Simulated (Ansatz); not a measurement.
## B2H6OSi, SMILES BOB[SiH3]: energies of removing a hydrogen

Program: Ansatz 0.2.0 through its Python package.

`b2h6osi.py`
```python
"""X-H bond energies of B2H6OSi without relaxation."""

import ansatz

BASIS = "aug-cc-pVDZ"
FUNCTIONAL = "r2scan"
DISPERSION = "d3bj"


def energy(molecule, charge=0, unpaired=0):
    calc = molecule.calculation().basis(gaussian=BASIS).functional(FUNCTIONAL, dispersion=DISPERSION)
    if charge:
        calc = calc.charge(charge)
    if unpaired:
        calc = calc.spin("collinear", total=unpaired)
    report = calc.run(threads=1).report
    if report["published_state_doubts"]:
        print("  doubts:", report["published_state_doubts"])
    return report["free_energy_ev"]

def without(molecule, index):
    rest = ansatz.Crystal.molecule()
    for i, site in enumerate(molecule.cartesian_sites):
        if i != index:
            rest = rest.atom(site.symbol, site.position_ang)
    return rest


def main() -> None:
    mol = (
        ansatz.Crystal.molecule()
        .atom("B", (-0.63, 1.4865, -1.1145))
        .atom("O", (0.6628, 1.1277, -0.7123))
        .atom("B", (0.5721, -0.3176, -0.5321))
        .atom("Si", (0.364, -1.0522, 1.247))
        .atom("H", (-0.9516, 1.5783, -2.2925))
        .atom("H", (-1.4739, 1.88, -0.3185))
        .atom("H", (0.8647, -1.0442, -1.4169))
        .atom("H", (0.3732, -2.5137, 1.173))
        .atom("H", (-1.028, -0.6155, 1.7719))
        .atom("H", (1.3299, -0.5805, 2.1978))
    )

    whole = energy(mol, 0)
    hydrogen = energy(ansatz.Crystal.molecule().atom("H", (0, 0, 0)), 0, 1)
    print(f"E(molecule) = {whole:.5f} eV, E(H) = {hydrogen:.5f} eV")
    for index in [5, 6, 9]:
        radical = energy(without(mol, index), 0, 1)
        print(f"H{index}: homolysis {23.060548 * (radical + hydrogen - whole):.1f} kcal/mol")


if __name__ == "__main__":
    main()
```

```console
$ python b2h6osi.py
DeckWarning: the engine holds no damping parameters fitted to this dispersion correction and functional, so the run takes those fitted to r2scan beside the three-body term, which d3bj leaves out (hamiltonian.dispersion, under Limitations)
E(molecule) = -11372.03841 eV, E(H) = -13.59129 eV
H5: homolysis 99.7 kcal/mol
H6: homolysis 94.1 kcal/mol
H9: homolysis 82.5 kcal/mol
```
(Warnings from the package without file and line.)

What to keep in mind:
- Total energies depend on the basis set; only differences at equal settings carry meaning.
- The geometry is a force-field or estimated start, not a minimum of this method, and the basis set is short of its limit. All parts are taken at fixed geometry, without zero-point energy.
- A dispersion term here runs with damping parameters fitted for another variant or functional.
- The whole script took 73 s on 1 thread of Arm Neoverse V1 (shared host), peak memory 0.32 GiB.
